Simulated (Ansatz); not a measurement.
Write a Python script for the Ansatz DFT code, driven from Python that makes a single point in a Gaussian basis of Cl₂ISn, SMILES [Cl][Sn]([Cl])[I]. Use: MP2, def2-SVPD basis, multiplicity 2.

```
atom    x (Å)    y (Å)    z (Å)
  Cl   1.4965   0.6416   1.6094
  Sn  -0.4257  -0.1607   0.4405
  Cl   0.1165  -2.1929  -0.6080
   I  -1.1318   1.6517  -1.4622
```

The script, `cl2isn.py`:
```python
# -*- coding: utf-8 -*-
"""Single point of Cl2ISn."""

import ansatz

geometry_ang = [
    ("Cl", [1.4965, 0.6416, 1.6094]),
    ("Sn", [-0.4257, -0.1607, 0.4405]),
    ("Cl", [0.1165, -2.1929, -0.608]),
    ("I", [-1.1318, 1.6517, -1.4622]),
]
system = ansatz.Crystal.molecule()
for symbol, xyz in geometry_ang:
    system = system.atom(symbol, xyz)

calculation = (
    system.calculation()
    .basis(gaussian="def2-SVPD")
    .correlation("mp2")
    .spin("collinear", total=1)
)
print(calculation.to_yaml())
trace = []
done = calculation.session().plan().execute(on_event=trace.append)
report = done.report
for event in trace:
    if event["event"] == "mean_field_evaluation" and event["data"]["evaluation"] <= 25:
        print("pass {evaluation:3d}  E = {energy_ev:.6f} eV  gradient {gradient_ev:.1e}".format(**event["data"]))

for key in ("converged", "free_energy_ev", "reference_energy_ev", "n_frozen", "n_occupied", "n_virtual"):
    print(f"{key:22s} {report[key]}")

parts = report["correlation"]
for name in ("random_phase", "coupled_cluster", "perturbative"):
    if name in parts:
        print(f"{name:16s} {parts[name]['energy']['hartree']:12.7f} Ha")
if "second_order" in parts:
    pair = parts["second_order"]
    print(f"MP2 same spin {pair['same_spin']['hartree']:.7f} Ha, opposite spin {pair['opposite_spin']['hartree']:.7f} Ha")

state = report["mean_field"]["state"]
print(f"mean field: {state['energy']['hartree']:.7f} Ha, <S^2> = {abs(state['spin_squared']):.4f}, stability: {state.get('stability', {}).get('kind')}")
```

```console
$ python cl2isn.py
crystal:
  periodic: [false, false, false]
  atoms:
    - { symbol: Cl, position_ang: [1.4965, 0.6416, 1.6094] }
    - { symbol: Sn, position_ang: [-0.4257, -0.1607, 0.4405] }
    - { symbol: Cl, position_ang: [0.1165, -2.1929, -0.608] }
    - { symbol: I, position_ang: [-1.1318, 1.6517, -1.4622] }
basis:
  gaussian:
    orbitals: def2-SVPD
magnetization:
  spin_polarized: true
  initial_magnetization: 1.0
correlation:
  method: mp2

pass   1  E = -38879.063798 eV  gradient 1.5e+01
pass   2  E = -38879.169782 eV  gradient 1.5e+01
pass   3  E = -38880.526658 eV  gradient 9.4e+00
pass   4  E = -38881.062185 eV  gradient 1.7e+00
pass   5  E = -38881.135607 eV  gradient 6.8e-01
pass   6  E = -38881.135748 eV  gradient 6.8e-01
pass   7  E = -38881.141645 eV  gradient 7.0e-01
pass   8  E = -38881.156088 eV  gradient 2.7e-01
pass   9  E = -38881.156093 eV  gradient 2.7e-01
pass  10  E = -38881.159090 eV  gradient 6.3e-03
pass  11  E = -38881.159094 eV  gradient 7.7e-03
pass  12  E = -38881.159094 eV  gradient 2.0e-06
pass  13  E = -38881.159094 eV  gradient 1.2e-04
pass  14  E = -38881.159094 eV  gradient 2.5e-06
pass  15  E = -38881.159094 eV  gradient 4.9e-06
converged              True
free_energy_ev         -38894.83669137356
reference_energy_ev    -38881.15909436584
n_frozen               18
n_occupied             [23, 22]
n_virtual              [80, 81]
MP2 same spin -0.1465315 Ha, opposite spin -0.3561109 Ha
mean field: -1428.8562421 Ha, <S^2> = 0.7708, stability: minimum
```

Reading the output:
- The settings weren't tested for convergence.
- The geometry is a force-field or estimated start, not a minimum of this method, and the basis set is short of its limit.
- def2 sets replace the cores of elements past krypton by effective core potentials.
- The species is open-shell (spin multiplicity 2).
- Inner cores stay frozen; a filled d shell under the valence of the heavier atoms is correlated with it.
- S² is that of the Hartree-Fock reference.
- Early passes use coarser integrals and grids, so their energies can't be compared with the last.
- Hardware and time: 7.4 s on 1 thread of Arm Neoverse V2 (shared host), peak memory 0.48 GiB.

(A comment or docstring line of the script was reworded after the run, the code is as it ran; lines on the test bed's own set-up are left out of the output.)
